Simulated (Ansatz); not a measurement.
# F₃HHfS: basis-set convergence

Aim: see how fast density functionals converge with the basis set for F₃HHfS.

Program: Ansatz 0.2.0, Gaussian basis. Level of theory: one geometry, several basis sets. These are calculated values, not measurements.

The runs, in order: PBE0-D4/def2-SVP; ωB97M-V/def2-SVP; PBE0-D4/def2-QZVPP; ωB97M-V/def2-QZVPP; the functionals' def2-TZVPP values are taken from earlier runs.

### Step 1. The geometry

All runs share one geometry, relaxed beforehand with PBE0-D4 in a triple-zeta def2 set. Hf takes the def2 core potential; no spin-orbit term is included.

SMILES `[F][Hf]([F])([F])[SH]`, 6 atoms, charge 0, spin multiplicity 1.

Atoms are counted from 1 here; the program's logs count them from 0.

Bond lengths: F1–Hf2 1.892 Å, Hf2–F3 1.896 Å, Hf2–F4 1.895 Å, Hf2–S5 2.440 Å, S5–H6 1.348 Å. Angles: F1–Hf2–F3 111.3°, F1–Hf2–F4 111.4°, F1–Hf2–S5 107.1°, F3–Hf2–F4 107.4°, F3–Hf2–S5 109.9°, F4–Hf2–S5 109.8°, Hf2–S5–H6 91.5°.

### Step 2. PBE0-D4 in def2-SVP

Contents of in.yaml:

```yaml
crystal:
  periodic: [false, false, false]
  atoms:
    - {symbol: F, position_ang: [-0.326825, -1.839570, 1.348844]}
    - {symbol: Hf, position_ang: [0.164167, -0.545545, 0.058572]}
    - {symbol: F, position_ang: [2.033292, -0.230715, 0.077707]}
    - {symbol: F, position_ang: [-0.299252, -1.102720, -1.692862]}
    - {symbol: S, position_ang: [-1.028758, 1.509834, 0.613442]}
    - {symbol: H, position_ang: [-0.500624, 2.144716, -0.451803]}
basis:
  gaussian: {orbitals: def2-SVP}
hamiltonian: {xc: pbe0, dispersion: d4}
output: {orbitals: {seedname: orbitals}}
```

After this run come: ωB97M-V in def2-SVP; PBE0-D4 in def2-QZVPP; ωB97M-V in def2-QZVPP.

**Question.** What will the summary of the whole plan be? Wanted: PBE0-D4: double and triple zeta above quadruple; ωB97M-V: double and triple zeta above quadruple.

**Answer**, as computed:

| quantity | value |
| --- | --- |
| PBE0-D4: double and triple zeta above quadruple | 15.09, 0.79 eV |
| ωB97M-V: double and triple zeta above quadruple | 15.24, 0.74 eV |

For PBE0-D4 the step from double to triple zeta gains 14.31 eV and the next only 0.79 eV. Total energies overstate the basis error of differences, where much of it tends to cancel.
